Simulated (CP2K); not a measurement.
# Sn3Te (I4/mmm) in CP2K: notebook, part 2 of 2

CP2K 2026.2.

## Step 3: Band structure, LDA

The input, sn3te_bands.inp:

```
&GLOBAL
  PROJECT sn3te_bands
  RUN_TYPE ENERGY_FORCE
  PRINT_LEVEL LOW
&END GLOBAL
&FORCE_EVAL
  METHOD QS
  STRESS_TENSOR ANALYTICAL
  &DFT
    BASIS_SET_FILE_NAME BASIS_MOLOPT_UZH
    POTENTIAL_FILE_NAME GTH_POTENTIALS
    &MGRID
      CUTOFF 450
      REL_CUTOFF 60
      NGRIDS 4
    &END MGRID
    &QS
      METHOD GPW
      EPS_DEFAULT 1.0E-9
    &END QS
    &KPOINTS
      SCHEME MONKHORST-PACK 8 8 8
      GAMMA_CENTERED T
      SYMMETRY T
      SYMMETRY_BACKEND SPGLIB
    &END KPOINTS
    &SCF
      SCF_GUESS ATOMIC
      EPS_SCF 1.0E-6
      MAX_SCF 100
      ADDED_MOS 14
      CHOLESKY OFF
      EPS_EIGVAL 1.0E-7
      &DIAGONALIZATION ON
        ALGORITHM STANDARD
      &END DIAGONALIZATION
      &MIXING ON
        METHOD BROYDEN_MIXING
        ALPHA 0.4
        BETA 1.5
        NBUFFER 8
      &END MIXING
      &SMEAR ON
        METHOD FERMI_DIRAC
        ELECTRONIC_TEMPERATURE 580.23
      &END SMEAR
    &END SCF
    &XC
      &XC_FUNCTIONAL
        &LDA_X
        &END LDA_X
        &LDA_C_PW
        &END LDA_C_PW
      &END XC_FUNCTIONAL
    &END XC
    &PRINT
      &KPOINTS ON
      &END KPOINTS
      &MULLIKEN ON
      &END MULLIKEN
      &MO ON
        ENERGIES T
        OCCUPATION_NUMBERS T
        &EACH
          QS_SCF 0
        &END EACH
        ADD_LAST NUMERIC
      &END MO
      &BAND_STRUCTURE
        FILE_NAME bands.bs
        ADDED_MOS 4
        &KPOINT_SET
          UNITS B_VECTOR
          NPOINTS 10
          SPECIAL_POINT GAMMA 0.00000000 0.00000000 0.00000000
          SPECIAL_POINT X 0.50000000 -0.50000000 0.00000000
          SPECIAL_POINT Y 0.50000000 -0.50000000 0.08698427
          SPECIAL_POINT S 0.29349213 -0.29349213 0.29349213
          SPECIAL_POINT GAMMA 0.00000000 0.00000000 0.00000000
          SPECIAL_POINT Z 0.50000000 0.50000000 -0.50000000
          SPECIAL_POINT S1 0.70650787 0.29349213 -0.29349213
          SPECIAL_POINT N 0.50000000 0.00000000 0.00000000
          SPECIAL_POINT P 0.75000000 -0.25000000 -0.25000000
          SPECIAL_POINT Y1 0.91301573 0.08698427 -0.50000000
          SPECIAL_POINT Z 0.50000000 0.50000000 -0.50000000
        &END KPOINT_SET
        &KPOINT_SET
          UNITS B_VECTOR
          NPOINTS 10
          SPECIAL_POINT X 0.50000000 -0.50000000 0.00000000
          SPECIAL_POINT P 0.75000000 -0.25000000 -0.25000000
        &END KPOINT_SET
      &END BAND_STRUCTURE
    &END PRINT
  &END DFT
  &SUBSYS
    &CELL
      ABC 6.4046876962 6.4046876963 6.4046876963
      ALPHA_BETA_GAMMA 137.8913314068 137.8913314068 61.0694703356
      PERIODIC XYZ
    &END CELL
    &COORD
      Te  0.0000000000 0.0000000000 0.0000000000
      Sn  4.7514738416 2.8027133969 0.0000000000
      Sn  1.5491299934 2.8027133969 1.6269848212
      Sn  3.2023438481 0.0000000000 1.6269848212
    &END COORD
    &KIND Te
      BASIS_SET TZVP-MOLOPT-PBE-GTH-q6
      POTENTIAL GTH-PADE-q6
    &END KIND
    &KIND Sn
      BASIS_SET TZVP-MOLOPT-PBE-GTH-q4
      POTENTIAL GTH-PADE-q4
    &END KIND
    &PRINT
      &ATOMIC_COORDINATES ON
      &END ATOMIC_COORDINATES
      &CELL ON
      &END CELL
      &SYMMETRY ON
      &END SYMMETRY
    &END PRINT
  &END SUBSYS
  &PRINT
    &FORCES ON
    &END FORCES
    &STRESS_TENSOR ON
    &END STRESS_TENSOR
  &END PRINT
&END FORCE_EVAL
```

Potentials or basis: GTH_POTENTIALS Te GTH-PADE-q6, Sn GTH-PADE-q4; TZVP-MOLOPT-PBE-GTH basis.

Command:

```bash
$ OMP_NUM_THREADS=1 mpirun -n 3 cp2k.psmp -i sn3te_bands.inp -o sn3te_bands.out
```

Wall time 17 s (3 MPI ranks of Arm Neoverse V2, shared host).

Results (log left out):

| Quantity | Value |
| --- | --- |
| Free energy | -514.8175 eV |
| Pressure | -3.6 GPa |
| Band gap on the k mesh | none (metal or under the smearing width) |
| Mulliken charges | Te -0.19; Sn +0.06 e |

Stress tensor (GPa, compression positive):
```
-3.43  0.23  0.00
 0.23 -3.68  0.00
 0.00  0.00 -3.81
```

Levels at the corners of the path, in eV from the Fermi level:
| point | band 6 | band 7 | band 8 | band 9 | band 10 | band 11 | band 12 | band 13 |
| --- | --- | --- | --- | --- | --- | --- | --- | --- |
| Γ | -3.08 | -3.08 | -1.63 | -1.63 | -0.31 | 0.52 | 2.75 | 2.75 |
| X | -4.63 | -3.23 | -2.48 | -1.55 | -0.47 | 2.64 | 2.74 | 4.87 |
| Y | -3.96 | -3.16 | -2.39 | -1.44 | -0.35 | 2.36 | 2.44 | 4.33 |
| S | -2.42 | -1.30 | -0.54 | -0.31 | -0.16 | 1.10 | 1.17 | 1.76 |
| Γ | -3.08 | -3.08 | -1.63 | -1.63 | -0.31 | 0.52 | 2.75 | 2.75 |
| Z | -3.73 | -1.06 | -0.13 | -0.13 | 0.51 | 1.62 | 2.20 | 3.54 |
| S1 | -2.42 | -1.30 | -0.54 | -0.31 | -0.16 | 1.10 | 1.17 | 1.76 |
| N | -2.26 | -1.93 | -0.89 | -0.67 | 0.73 | 1.06 | 1.09 | 1.28 |
| P | -4.33 | -4.05 | -3.75 | -0.10 | 1.15 | 1.15 | 1.43 | 4.90 |
| Y1 | -3.96 | -3.16 | -2.39 | -1.44 | -0.35 | 2.36 | 2.44 | 4.33 |
| Z | -3.73 | -1.06 | -0.13 | -0.13 | 0.51 | 1.62 | 2.20 | 3.54 |
| X | -4.63 | -3.23 | -2.48 | -1.55 | -0.47 | 2.64 | 2.74 | 4.87 |
| P | -4.33 | -4.05 | -3.75 | -0.10 | 1.15 | 1.15 | 1.43 | 4.90 |

Caveat: Mulliken charges move with the basis; spin-orbit coupling is left out, which moves the levels of the heavy elements; the basis of atomic orbitals isn't converged, which shifts pressures, moduli and gaps.

## Step 4: Band structure, r2SCAN

Edit sn3te_bands.inp of step 3 so:

```diff
@@ -10,5 +10,5 @@
     BASIS_SET_FILE_NAME BASIS_MOLOPT_UZH
-    POTENTIAL_FILE_NAME GTH_POTENTIALS
+    POTENTIAL_FILE_NAME POTENTIAL_UZH
     &MGRID
-      CUTOFF 450
+      CUTOFF 675
       REL_CUTOFF 60
@@ -44,3 +44,3 @@
         METHOD FERMI_DIRAC
-        ELECTRONIC_TEMPERATURE 580.23
+        ELECTRONIC_TEMPERATURE 1160.45
       &END SMEAR
@@ -49,6 +49,6 @@
       &XC_FUNCTIONAL
-        &LDA_X
-        &END LDA_X
-        &LDA_C_PW
-        &END LDA_C_PW
+        &MGGA_X_R2SCAN
+        &END MGGA_X_R2SCAN
+        &MGGA_C_R2SCAN
+        &END MGGA_C_R2SCAN
       &END XC_FUNCTIONAL
@@ -70,6 +70,6 @@
         FILE_NAME bands.bs
-        ADDED_MOS 4
+        ADDED_MOS 6
         &KPOINT_SET
           UNITS B_VECTOR
-          NPOINTS 10
+          NPOINTS 8
           SPECIAL_POINT GAMMA 0.00000000 0.00000000 0.00000000
@@ -88,3 +88,3 @@
           UNITS B_VECTOR
-          NPOINTS 10
+          NPOINTS 8
           SPECIAL_POINT X 0.50000000 -0.50000000 0.00000000
@@ -97,4 +97,5 @@
     &CELL
-      ABC 6.4046876962 6.4046876963 6.4046876963
-      ALPHA_BETA_GAMMA 137.8913314068 137.8913314068 61.0694703356
+      A 6.4046876962 0.0000000000 0.0000000000
+      B 3.0982599869 5.6054267938 0.0000000000
+      C -4.7514738416 -2.8027133969 3.2539696425
       PERIODIC XYZ
@@ -108,8 +109,8 @@
     &KIND Te
-      BASIS_SET TZVP-MOLOPT-PBE-GTH-q6
-      POTENTIAL GTH-PADE-q6
+      BASIS_SET TZVP-MOLOPT-SCAN-GTH-q6
+      POTENTIAL GTH-SCAN-q6
     &END KIND
     &KIND Sn
-      BASIS_SET TZVP-MOLOPT-PBE-GTH-q4
-      POTENTIAL GTH-PADE-q4
+      BASIS_SET TZVP-MOLOPT-SCAN-GTH-q4
+      POTENTIAL GTH-SCAN-q4
     &END KIND
@@ -120,4 +121,2 @@
       &END CELL
-      &SYMMETRY ON
-      &END SYMMETRY
     &END PRINT
```

Potentials or basis: POTENTIAL_UZH Te GTH-SCAN-q6, Sn GTH-SCAN-q4; TZVP-MOLOPT-SCAN-GTH basis.

Command:

```bash
$ OMP_NUM_THREADS=1 mpirun -n 3 cp2k.psmp -i sn3te_bands.inp -o sn3te_bands.out
```

sn3te_bands.out:

```text

 CP2K| version string:                                       CP2K version 2026.2
 CP2K| Input file name                                           sn3te_bands.inp

 GLOBAL| Force Environment number                                              1
 GLOBAL| Basis set file name                                    BASIS_MOLOPT_UZH
 GLOBAL| Potential file name                                       POTENTIAL_UZH
 GLOBAL| MM Potential file name                                     MM_POTENTIAL
 GLOBAL| Coordinate file name                                      __STD_INPUT__
 GLOBAL| Method name                                                        CP2K
 GLOBAL| Project name                                                sn3te_bands
 GLOBAL| Run type                                                   ENERGY_FORCE
 GLOBAL| FFT library                                                       FFTW3
 GLOBAL| Diagonalization library                                       ScaLAPACK
 GLOBAL| Cholesky decomposition library                                ScaLAPACK
 GLOBAL| DGEMM library                                                      BLAS
 GLOBAL| Direct generalized diagonalization requested                          F
[... 624 lines left out ...]
 KPOINTS| Special point     2           P     0.750000    -0.250000    -0.250000

 ENERGY| Total FORCE_EVAL ( QS ) energy [hartree]            -18.709085443816232

 FORCES| Atomic forces [hartree/bohr]
 FORCES|   Atom     x               y               z               |f|
 FORCES|      1 -4.60971909E-10  5.11459186E-13 -1.10741304E-08   1.10837204E-08
 FORCES|      2  1.11178655E-10 -3.69456352E-10 -6.50606192E-10   7.56404063E-10
 FORCES|      3  8.13954525E-11 -9.43288837E-11  1.47346852E-08   1.47352119E-08
 FORCES|      4  2.68526243E-10  4.63365555E-10 -3.01003197E-09   3.05730378E-09
 FORCES| Sum     1.28441361E-13  9.17786506E-14 -8.33735946E-14
 FORCES| Total atomic force                                       1.78526357E-13

 STRESS| Analytical stress tensor [bar]
 STRESS|                        x                   y                   z
 STRESS|      x       -2.08314766543E+04   7.17200273877E+03  -3.95645883657E-03
 STRESS|      y        7.17200273877E+03  -2.87596111639E+04  -1.20032757505E-03
 STRESS|      z       -3.95645883657E-03  -1.20032757505E-03  -3.29897329190E+04
 STRESS| 1/3 Trace                                            -2.75269402458E+04
 STRESS| Determinant                                          -1.80674060467E+13

 STRESS| Eigenvectors and eigenvalues of the analytical stress tensor [bar]
 STRESS|                        1                   2                   3
 STRESS| Eigenvalues  -3.29901428940E+04  -3.29897329167E+04  -1.66009449265E+04
 STRESS|      x          -0.508062799342     -0.001209634672      0.861319179346
 STRESS|      y           0.861316736982      0.002051171104      0.508064239335
 STRESS|      z          -0.002381285131      0.999997164737     -0.000000245144
```

Wall time 42 s (3 MPI ranks of Arm Neoverse V2, shared host).

Results:

| Property | Result |
| --- | --- |
| Free energy | -509.1001 eV |
| Pressure | -2.8 GPa |
| Band gap on the k mesh | none (metal or under the smearing width) |
| Mulliken charges | Te -0.29; Sn +0.11, +0.09 e |

Levels at the corners of the path, in eV from the Fermi level:
```csv
point,band 6,band 7,band 8,band 9,band 10,band 11,band 12,band 13
Γ,-3.33,-3.33,-1.71,-1.71,-0.44,0.60,2.93,2.93
X,-4.82,-3.33,-2.50,-1.76,-0.47,2.76,2.90,5.15
Y,-4.10,-3.25,-2.40,-1.65,-0.36,2.46,2.54,4.56
S,-2.58,-1.40,-0.38,-0.26,-0.23,1.06,1.31,1.80
Γ,-3.33,-3.33,-1.71,-1.71,-0.44,0.60,2.93,2.93
Z,-3.94,-1.15,-0.16,-0.16,0.67,1.76,2.41,3.73
S1,-2.58,-1.40,-0.38,-0.26,-0.23,1.06,1.31,1.80
N,-2.46,-1.92,-0.98,-0.75,0.82,0.94,1.28,1.39
P,-4.48,-4.21,-3.89,-0.17,1.21,1.21,1.46,5.16
Y1,-4.10,-3.25,-2.40,-1.65,-0.36,2.46,2.54,4.56
Z,-3.94,-1.15,-0.16,-0.16,0.67,1.76,2.41,3.73
X,-4.82,-3.33,-2.50,-1.76,-0.47,2.76,2.90,5.15
P,-4.48,-4.21,-3.89,-0.17,1.21,1.21,1.46,5.16
```

Caveat: Mulliken charges move with the basis; spin-orbit coupling is left out, which moves the levels of the heavy elements; the basis of atomic orbitals isn't converged, which shifts pressures, moduli and gaps.

## Step 5: Overview

| level | potentials or basis | smearing | NGRIDS | points a segment of the path (NPOINTS) | bands added on the path | CUTOFF of the grids | gap on the mesh (eV) | pressure (GPa) |
| --- | --- | --- | --- | --- | --- | --- | --- | --- |
| PBEsol | POTENTIAL_UZH Te GTH-PBE-q6, Sn GTH-PBE-q4; TZVP-MOLOPT-PBE-GTH basis | fermi-dirac 0.1 eV | 5 | 6 | 6 | 450 Ry | none | -0.4 |
| LDA | GTH_POTENTIALS Te GTH-PADE-q6, Sn GTH-PADE-q4; TZVP-MOLOPT-PBE-GTH basis | fermi-dirac 0.05 eV | 4 | 10 | 4 | 450 Ry | none | -3.6 |
| r2SCAN | POTENTIAL_UZH Te GTH-SCAN-q6, Sn GTH-SCAN-q4; TZVP-MOLOPT-SCAN-GTH basis | fermi-dirac 0.1 eV | 4 | 8 | 6 | 675 Ry | none | -2.8 |

Alike in all rows: task band structure; no spin polarisation; cell as given; k mesh 8 × 8 × 8.

Caveats: spin-orbit coupling is left out, which moves the levels of the heavy elements; the basis of atomic orbitals isn't converged, which shifts pressures, moduli and gaps; the potentials were made for another functional, which shifts forces and pressure (some runs).

Absolute energies hang on the potentials; compare differences alone.
